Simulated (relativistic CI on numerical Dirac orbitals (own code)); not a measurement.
# Nb X (Nb⁹⁺): levels and lines

Aim: the low levels of Nb⁹⁺, their labels and the strongest lines; further runs change one setting each.

Program: relativistic CI on numerical Dirac orbitals (own code) version 4. Level of theory: Dirac-Coulomb-Breit CI, KLI orbitals optimised for each configuration, model QED (radiative potential, 1s self-energy scaled to tabulated hydrogen-like ionisation energies). These are calculated values, not measurements, unless marked.

## Step 1: The system

```
ion                       : Nb⁹⁺ (Nb X)
nuclear charge            : 41
electrons                 : 32
isotope                   : A = 93
first configuration typed : [Ar] 3d10 4s2 4p2
```

The outer shells:

first configuration typed
```
[Ar] core
3d [↑↓][↑↓][↑↓][↑↓][↑↓]
4s [↑↓]
4p [↑ ][↑ ][  ]
```

## Step 2: CI with the chosen configurations

Settings of the run:

```ini
atom Nb  Z=41  charge=9  electrons=32
nucleus A=93  rms_radius_fm=4.3240
hamiltonian dirac-coulomb  breit=on  qed=on  c_scale=1
orbitals kli  potential=per-configuration
slater_scale 1
correlation none
mixing on
configurations
  [Ar] 3d10 4s2 4p2
  [Ar] 3d10 4s 4p3
  [Ar] 3d10 4p4
  [Ar] 3d10 4s2 4p 4d
  [Ar] 3d10 4s 4p2 4d
  [Ar] 3d10 4s2 4p 4f
  [Ar] 3d10 4s 4p2 4f
  [Ar] 3d10 4s2 4p 5s
  [Ar] 3d10 4p3 4d
  [Ar] 3d10 4s2 4p 5p
  [Ar] 3d10 4s 4p 4d2
  [Ar] 3d10 4s2 4d 4f
  [Ar] 3d10 4s2 4d2
  [Ar] 3d10 4s 4d3
  [Ar] 3d10 4s 4d2 4f
  [Ar] 3d10 4p2 4d2
  [Ar] 3d10 4p 4d3
  [Ar] 3d10 4p 4d2 4f
  [Ar] 3d10 4p 4d2 5s
  [Ar] 3d10 4s2 4f2
  [Ar] 3d10 4s 4d 4f2
  [Ar] 3d10 4s 4f3
  [Ar] 3d10 4s2 4d 5s
  [Ar] 3d10 4s 4d2 5s
  [Ar] 3d10 4s 4d 4f 5s
end
```

Run with:

```bash
> python run_levels.py task.json out
```

The settings of every run stand in task.json; they run in order.

## Step 3: Without QED terms

The settings differ from step 2 so:

```diff
@@ -2,3 +2,3 @@
 nucleus A=93  rms_radius_fm=4.3240
-hamiltonian dirac-coulomb  breit=on  qed=on  c_scale=1
+hamiltonian dirac-coulomb  breit=on  qed=off  c_scale=1
 orbitals kli  potential=per-configuration
```

## Step 4: The first configuration alone

Settings of the run:

```ini
atom Nb  Z=41  charge=9  electrons=32
nucleus A=93  rms_radius_fm=4.3240
hamiltonian dirac-coulomb  breit=on  qed=on  c_scale=1
orbitals kli  potential=per-configuration
slater_scale 1
correlation none
mixing on
configurations
  [Ar] 3d10 4s2 4p2
end
```

(Steps that only read results are left out.)

**Question.** What will these runs give? Wanted: lowest level; first excitation; lowest level of the other parity; fastest E1 line; ionisation energy.

As calculated:

| run | time | mean size of shift, levels followed (cm⁻¹) | lowest level | ionisation energy (eV) |
| --- | --- | --- | --- | --- |
| main run | 2 s | 0 | 4p2 3P0 | 179.30 |
| without QED terms | 1.4 s | 324 | 4p2 3P0 | 179.29 |
| the first configuration alone | 0.058 s | 2088 | 4p2 3P0 | - |

The tabulated theoretical ionisation energy (NIST) is 180 eV.

```
                                                                         quantity                                    value
                                                                     lowest level                                  4p2 3P0
                                                                 first excitation                    4p2 3P1, 13644.3 cm⁻¹
                                                 lowest level of the other parity                 4s 4p3 5S°2, 175008 cm⁻¹
                                                              levels in the model                                     1737
fastest E1 line (by rate) to the lowest level among the lowest 200 of 1737 levels  25.42 nm, from 4p 4d [4p1/2 4d3/2] J=1°
                                                                ionisation energy                                179.30 eV
                                  ionisation energy, tabulated theoretical (NIST)                                   180 eV
```

In words: 4p2 3P0 comes out lowest; its LS label holds 90 % and its jj label 87 %; over the low levels the means are 80 and 69 %, so LS coupling describes them better. The ionisation energy agrees with the tabulated theoretical value within its uncertainty of 2.2 eV. Of the changes tried, the run «the first configuration alone» moves the low levels most, by 2088 cm⁻¹ on average. Lifetimes count radiative decay inside the model alone.
